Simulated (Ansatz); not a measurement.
# SnC3: how the settings move a single-point run

How sensitive is a single-point run of SnC3 to its settings? A reference run comes first, then three runs with altered input. The cell is built on a prototype (ordering on diamond) and needn't be the phase found in nature.

Method: reference: DFT, HSE06, plane waves, PAW, in Ansatz 0.2.0.

1 further run of the same task is left out (it didn't finish).

### 1 The starting structure

The structure is trigonal, space group R3m (No. 160). The conventional cell has a = 3.134 Å, b = 3.134 Å, c = 15.514 Å, α = 90.00°, β = 90.00°, γ = 120.00°. C (site symmetry 3m) has 3 C at 1.89 Å and 1 Sn at 2.16 Å as nearest neighbours. C (site symmetry 3m) has 1 C at 1.46 Å and 3 Sn at 2.06 Å as nearest neighbours. Around C (site symmetry 3m) lie 1 C at 1.46 Å. Around Sn (site symmetry 3m) lie 4 C at 2.06 to 2.16 Å.

As a file:

```cif
data_structure
_symmetry_space_group_name_H-M 'P 1'
_symmetry_Int_Tables_number 1
_cell_length_a 5.4787
_cell_length_b 5.4787
_cell_length_c 5.4787
_cell_angle_alpha 33.238
_cell_angle_beta 33.238
_cell_angle_gamma 33.238
_cell_volume 43.98
loop_
_atom_site_label
_atom_site_type_symbol
_atom_site_fract_x
_atom_site_fract_y
_atom_site_fract_z
_atom_site_occupancy
C1 C 0.01426 0.01426 0.01426 1
C2 C 0.47755 0.47755 0.47755 1
C3 C 0.38333 0.38333 0.38333 1
Sn1 Sn 0.87486 0.87486 0.87486 1
```

### 2 Reference

File input.yaml:

```yaml
crystal:
  lattice:
    - [1.5669476268, 0.9046776341, 5.1713512521]
    - [-1.5669476268, 0.9046776341, 5.1713512521]
    - [0.0, -1.8093552682, 5.1713512521]
  atoms:
    - { symbol: C, position: [1.0142625339, 0.0142625339, 0.0142625339] }
    - { symbol: C, position: [0.4775486065, 0.4775486065, 0.4775486065] }
    - { symbol: C, position: [0.3833323659, 0.3833323659, 0.3833323659] }
    - { symbol: Sn, position: [0.8748564938, 0.8748564938, 0.8748564938] }
kpoints:
  mp_grid: { grid: [4, 4, 4] }
hamiltonian:
  xc: hse06
scf:
  occupations: { method: fermi_dirac, width: 0.02 }
  n_extra_bands: 5
output:
  forces: true
  stress: true
  eigenvalues: true
```

Started as:

```sh
> ansatz run input.yaml --threads 4 --pin off --max-ram 3686MiB --backend cpu --events-out ev --progress --plain --runs-dir out
```

### 3 A further run, with the input changed

input.yaml, as its differences from that of step 2:

```diff
@@ -13,3 +13,3 @@
 hamiltonian:
-  xc: hse06
+  xc: hiss
 scf:
```

### 5 Changing settings: singularity none

input.yaml, as its differences from that of step 2:

```diff
@@ -17,2 +17,3 @@
   n_extra_bands: 5
+  exx: { singularity: none }
 output:
```

### 6 Changing settings: xc_grid 3

input.yaml, as its differences from that of step 2:

```diff
@@ -21 +21,3 @@
   eigenvalues: true
+basis:
+  xc_grid: 3
```

(Steps that only read results are left out.)

Before running it: what results should come out? Wanted: for each run, ending; energy change; pressure; gap; force.

The runs gave:

| run | ending | energy change | pressure (GPa) | gap (eV) | force (eV/Å) | cycles | time |
| --- | --- | --- | --- | --- | --- | --- | --- |
| reference | converged | 0 | -4.4 | 0.65 | 0.39 | 29 | 18 s |
| 1: xc hiss | refused | - | - | - | - | - | 2.3 s |
| 2: singularity none | converged | - | -4.5 | 0.65 | 0.39 | 28 | 17 s |
| 3: xc_grid 3 | converged | 0.0 meV/atom | -4.4 | 0.65 | 0.39 | 27 | 18 s |

Residual by cycle in the longest SCF loop of each run; runs are numbered as in the table. The quantity is the density residual dr2, in eV.

| cycle | reference | run 2 | run 3 |
| --- | --- | --- | --- |
| 1 | 0.0412 | 0.0413 | 0.0412 |
| 2 | 0.00776 | 0.00776 | 0.00776 |
| 3 | 0.00232 | 0.00232 | 0.00232 |
| 4 | 0.00134 | 0.00134 | 0.00134 |
| 5 | 9.4e-4 | 9.4e-4 | 9.4e-4 |
| 6 | 2.8e-4 | 2.8e-4 | 2.8e-4 |
| 7 | 2.7e-5 | 2.7e-5 | 2.7e-5 |
| 8 | 1.7e-5 | 1.7e-5 | 1.7e-5 |
| 9 | 5.4e-6 | 5.4e-6 | 5.4e-6 |
| 10 | 4.7e-7 | 4.7e-7 | 4.7e-7 |

«xc_grid 3» leaves the energy as it was. 1 of the 3 altered inputs did not end normally.
